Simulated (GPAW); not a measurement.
NiAu3 in GPAW: the effect of target pressure

The system is NiAu3.

```
Au Ni
1.0
     4.02817    0.00000    0.00000
     0.00000    4.02817    0.00000
     0.00000    0.00000    4.02817
Au Ni
3 1
Cartesian
  2.0141 2.0141 0.0000
  0.0000 2.0141 2.0141
  2.0141 0.0000 2.0141
  0.0000 0.0000 0.0000
```

The cell comes from a database or a generator and needn't be the stable form of this composition.

Alike in all runs:

```yaml
Program: GPAW 26.7.0
Task: relaxation of cell and atoms
Functional: PBEsol
Potentials_or_basis: PAW data sets generated in the run's folder for this functional
Cutoff: 600 eV
Basis: pw
k_mesh: 5 × 5 × 5
Occupations: fermi-dirac, width 0.05 eV
Spin: collinear spin, ferromagnetic start
Starting_moments: "[0.0, 0.0, 0.0, 1.0] μB"
```

Each run relaxes the cell or the atoms first.

```tsv
target pressure	target pressure	relaxed volume (Å³/atom)
0 GPa	-	15.64
2 GPa	2 GPa	?
5 GPa	5 GPa	15.26
10 GPa	10 GPa	14.92
20 GPa	20 GPa	14.36
30 GPa	30 GPa	13.92
```

Task: What does the run with target pressure 2 GPa give?

Result: Relaxed volume 15.48 Å³/atom.

Worked out: In Murnaghan's law V^(-B') rises as a straight line in P. The other rows fit best with B' = 5.2, V0 = 15.64 Å³/atom and B0 = 187 GPa, which gives 15.48 Å³/atom at 2 GPa, against the run's 15.48.

Caveats: with this Au data set, volumes or pressures lay over 1.5 % or 2 GPa off other programs in two to four cells of ten; each step starts from the last one's moments, so a moment once lost doesn't come back; the stock nickel data set gives pressures a few GPa off other programs; later steps reuse the first step's grids.
